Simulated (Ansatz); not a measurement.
# Cl5F2HMo: the cost of one run

All numbers below are computed with Ansatz 0.2.0 (RHF/def2-SVP).

## (1) The structure to begin with

Bond lengths: Mo1–Cl2 2.660 Å, Mo1–Cl3 2.310 Å, Mo1–Cl4 2.310 Å, Mo1–Cl5 2.310 Å, Mo1–F6 1.770 Å, Mo1–Cl7 2.310 Å, Mo1–F8 2.070 Å, Cl3–F8 1.826 Å, Cl4–F8 1.753 Å. Angles (14 of 26 angles, heavy atoms first): Cl2–Mo1–Cl3 90.0°, Cl2–Mo1–Cl4 90.0°, Cl2–Mo1–Cl5 90.0°, Cl2–Mo1–F6 90.0°, Cl2–Mo1–Cl7 180.0°, Cl2–Mo1–F8 71.6°, Cl3–Mo1–Cl4 90.0°, Cl3–Mo1–Cl5 180.0°, Cl3–Mo1–F6 90.0°, Cl3–Mo1–Cl7 90.0°, Cl3–Mo1–F8 48.9°, Cl4–Mo1–Cl5 90.0°, Cl4–Mo1–F6 180.0°, Cl4–Mo1–Cl7 90.0°.

As a file:

```xyz
9

Mo    0.0000    0.0000    0.0000
Cl    0.0000    0.0000    2.6600
Cl    2.3100    0.0000    0.0000
Cl    0.0000    2.3100    0.0000
Cl   -2.3100    0.0000    0.0000
F     0.0000   -1.7700    0.0000
Cl    0.0000    0.0000   -2.3100
F     1.3604    1.4171    0.6527
H     1.0093    1.0514    1.8096
```

## (2) A restrained relaxation towards end A

Springs on the bonds that form and break draw the guess towards this end; the thresholds are loose.

File input.yaml:

```yaml
crystal:
  periodic: [false, false, false]
  atoms:
    - { symbol: Mo, position_ang: [0.0, 0.0, 0.0] }
    - { symbol: Cl, position_ang: [0.0, 0.0, 2.66] }
    - { symbol: Cl, position_ang: [2.31, 0.0, 0.0] }
    - { symbol: Cl, position_ang: [0.0, 2.31, 0.0] }
    - { symbol: Cl, position_ang: [-2.31, 0.0, 0.0] }
    - { symbol: F, position_ang: [0.0, -1.77, 0.0] }
    - { symbol: Cl, position_ang: [0.0, 0.0, -2.31] }
    - { symbol: F, position_ang: [1.3604, 1.4171, 0.6527] }
    - { symbol: H, position_ang: [1.0093, 1.0514, 1.8096] }
basis:
  gaussian: { orbitals: def2-SVP }
hamiltonian:
  xc: hf
relax:
  f_tol: 0.15
  max_steps: 25
  restrain:
    - { distance: [0, 7], at: 2.97, k: 30.0 }
    - { distance: [8, 1], at: 2.57, k: 30.0 }
    - { distance: [0, 1], at: 2.31, k: 30.0 }
    - { distance: [8, 7], at: 0.92, k: 30.0 }
```

The run is started by

```bash
ansatz run input.yaml --threads 4 --pin off --max-ram 5120MiB --backend cpu --events-out ev --progress --plain --runs-dir out
```

**Question.** How long does this run take on 4 threads of Arm Neoverse V1, shared host, and how much memory does it need?

About 74 s, with a peak of 0.63 GiB.
